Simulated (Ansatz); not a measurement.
# Sn4Pd: the cost of one run

Method: DFT LDA, scalar-relativistic, plane waves, PAW, in Ansatz 0.2.0.

### Step 1. The system as given

The structure is orthorhombic, space group Ccce (No. 68). The conventional cell has a = 6.442 Å, b = 11.445 Å, c = 6.389 Å, α = 90.00°, β = 90.00°, γ = 90.00°. Sn (site symmetry 1) is surrounded by 2 Pd at 2.78 to 2.80 Å and 2 Sn at 3.01 to 3.07 Å. Pd (site symmetry 222) is surrounded by 8 Sn at 2.78 to 2.80 Å.

Structure file:

```
CELL_PARAMETERS angstrom
3.22085 -5.72260 0.00000
3.22085 5.72260 0.00000
0.00000 0.00000 6.38860
ATOMIC_POSITIONS crystal
Sn 0.95792 0.70454 0.83010
Sn 0.04208 0.29546 0.83010
Sn 0.70454 0.95792 0.16990
Sn 0.29546 0.04208 0.16990
Sn 0.54208 0.79546 0.66990
Sn 0.45792 0.20454 0.66990
Sn 0.79546 0.54208 0.33010
Sn 0.20454 0.45792 0.33010
Pd 0.50000 0.50000 0.00000
Pd 0.00000 0.00000 0.50000
```

The structure rests on an entry of the Crystallography Open Database; cell or positions may have been set otherwise for this series.

### Step 2. Relaxing cell and atoms: Sn4Pd, no spin

The input, input.yaml:

```yaml
crystal:
  lattice:
    - [3.22085, -5.7226, 0.0]
    - [3.22085, 5.7226, 0.0]
    - [0.0, 0.0, 6.3886]
  atoms:
    - { symbol: Sn, position: [0.95792, 0.70454, 0.8301] }
    - { symbol: Sn, position: [0.04208, 0.29546, 0.8301] }
    - { symbol: Sn, position: [0.70454, 0.95792, 0.1699] }
    - { symbol: Sn, position: [0.29546, 0.04208, 0.1699] }
    - { symbol: Sn, position: [0.54208, 0.79546, 0.6699] }
    - { symbol: Sn, position: [0.45792, 0.20454, 0.6699] }
    - { symbol: Sn, position: [0.79546, 0.54208, 0.3301] }
    - { symbol: Sn, position: [0.20454, 0.45792, 0.3301] }
    - { symbol: Pd, position: [0.5, 0.5, 0.0] }
    - { symbol: Pd, position: [0.0, 0.0, 0.5] }
scf:
  occupations: { method: gaussian, width: 0.1 }
output:
  forces: true
  stress: true
  eigenvalues: true
  write_density: true
  write_potential: true
  elf: true
  volumetric_format: npy
kpoints:
  mp_grid: { grid: [8, 8, 8] }
hamiltonian:
  xc: lda
relax:
  f_tol: 0.003
  max_steps: 60
  cell: { stress_tol: 0.02 }
```

The run is started by

```console
$ ansatz run input.yaml --threads 8 --pin off --max-ram 24576MiB --backend cpu --events-out ev --progress --plain --runs-dir out
```

What time and memory should one allow on 8 threads of Intel Xeon Platinum 8259CL at 2.50GHz (Skylake/Cascade Lake), shared host?

About 2.1 min, with a peak of 2.3 GiB.
